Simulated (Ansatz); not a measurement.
**C₁₁H₈O₂: basis-set convergence**

One table from this session's results is given with a row withheld; the runs are named, their logs left out.

Computed with Ansatz 0.2.0, Gaussian basis. Level: one geometry, several basis sets.

Plan: PBE0-D4/def2-SVP; ωB97M-V/def2-SVP; PBE0-D4/def2-QZVPP; ωB97M-V/def2-QZVPP; the functionals' def2-TZVPP values are taken from earlier runs.

### The relaxed structure

The geometry comes from an earlier relaxation with PBE0-D4 in a triple-zeta def2 set; it is a stationary point, not always the lowest conformer.

SMILES `O=C(O)c1ccc2ccccc2c1`, 21 atoms, charge 0, spin multiplicity 1.

Atoms are counted from 1 here; the program's logs count them from 0.

Bond lengths: O1–C2 1.204 Å, C2–O3 1.346 Å, C2–C4 1.478 Å, O3–H14 0.967 Å, C4–C5 1.412 Å, C4–C13 1.372 Å, C5–C6 1.363 Å, C5–H15 1.083 Å, C6–C7 1.414 Å, C6–H16 1.085 Å, C7–C8 1.410 Å, C7–C12 1.422 Å, C8–C9 1.368 Å, C8–H17 1.085 Å, C9–C10 1.408 Å, C9–H18 1.084 Å, C10–C11 1.367 Å, C10–H19 1.084 Å and more. Angles: O1–C2–O3 122.1°, O1–C2–C4 124.6°, O3–C2–C4 113.3°, C2–O3–H14 106.0°, C2–C4–C5 117.7°, C2–C4–C13 122.0°, C5–C4–C13 120.3°, C4–C5–C6 120.2°, C4–C5–H15 118.2°, C6–C5–H15 121.6°, C5–C6–C7 120.9°, C5–C6–H16 120.3°, C7–C6–H16 118.8°, C6–C7–C8 122.2°, C6–C7–C12 118.9°, C8–C7–C12 118.8°, C7–C8–C9 120.7°, C7–C8–H17 118.8° and more.

The first run:

Contents of in.yaml:

```yaml
crystal:
  periodic: [false, false, false]
  atoms:
    - {symbol: O, position_ang: [-0.635048, 0.087549, -4.136168]}
    - {symbol: C, position_ang: [0.164425, -0.117349, -3.259123]}
    - {symbol: O, position_ang: [1.434052, -0.478442, -3.520254]}
    - {symbol: C, position_ang: [-0.126822, -0.004365, -1.814653]}
    - {symbol: C, position_ang: [-1.434538, 0.370555, -1.435094]}
    - {symbol: C, position_ang: [-1.757777, 0.489469, -0.116150]}
    - {symbol: C, position_ang: [-0.797886, 0.241823, 0.891691]}
    - {symbol: C, position_ang: [-1.101512, 0.356322, 2.264319]}
    - {symbol: C, position_ang: [-0.147995, 0.109127, 3.213583]}
    - {symbol: C, position_ang: [1.155926, -0.264785, 2.835760]}
    - {symbol: C, position_ang: [1.480768, -0.384138, 1.513389]}
    - {symbol: C, position_ang: [0.518473, -0.135612, 0.510140]}
    - {symbol: C, position_ang: [0.826666, -0.251336, -0.859312]}
    - {symbol: H, position_ang: [1.506754, -0.519929, -4.483250]}
    - {symbol: H, position_ang: [-2.161032, 0.557486, -2.215887]}
    - {symbol: H, position_ang: [-2.761257, 0.777158, 0.178344]}
    - {symbol: H, position_ang: [-2.106024, 0.644277, 2.555323]}
    - {symbol: H, position_ang: [-0.394074, 0.200658, 4.265279]}
    - {symbol: H, position_ang: [1.900789, -0.457503, 3.598991]}
    - {symbol: H, position_ang: [2.483180, -0.671718, 1.214784]}
    - {symbol: H, position_ang: [1.828431, -0.538548, -1.154812]}
basis:
  gaussian: {orbitals: def2-SVP}
hamiltonian: {xc: pbe0, dispersion: d4}
output: {orbitals: {seedname: orbitals}}
```

On the command line:

```console
$ ansatz run in.yaml --threads 5 --pin off --events-out ev --progress --plain --max-ram 66560MiB --backend cpu
```

Steps of the session up to this table: PBE0-D4 in def2-SVP; ωB97M-V in def2-SVP; PBE0-D4 in def2-QZVPP; ωB97M-V in def2-QZVPP.

One table of the session follows, with a row left open; its other results are not shown here.

It belongs to the step «Functionals by basis». 

| functional | basis | HOMO (eV) | LUMO (eV) |
| --- | --- | --- | --- |
| PBE0-D4 | def2-SVP | ? | ? |
| PBE0-D4 | def2-TZVPP | -6.66 | -1.80 |
| PBE0-D4 | def2-QZVPP | -6.68 | -1.84 |
| ωB97M-V | def2-SVP | -8.51 | 0.28 |
| ωB97M-V | def2-TZVPP | -8.56 | 0.13 |
| ωB97M-V | def2-QZVPP | -8.58 | 0.09 |

Q: Estimate the row for PBE0-D4, def2-SVP from the others.

As computed: HOMO (eV): -6.62; LUMO (eV): -1.70. In the column «HOMO (eV)» it is the highest.
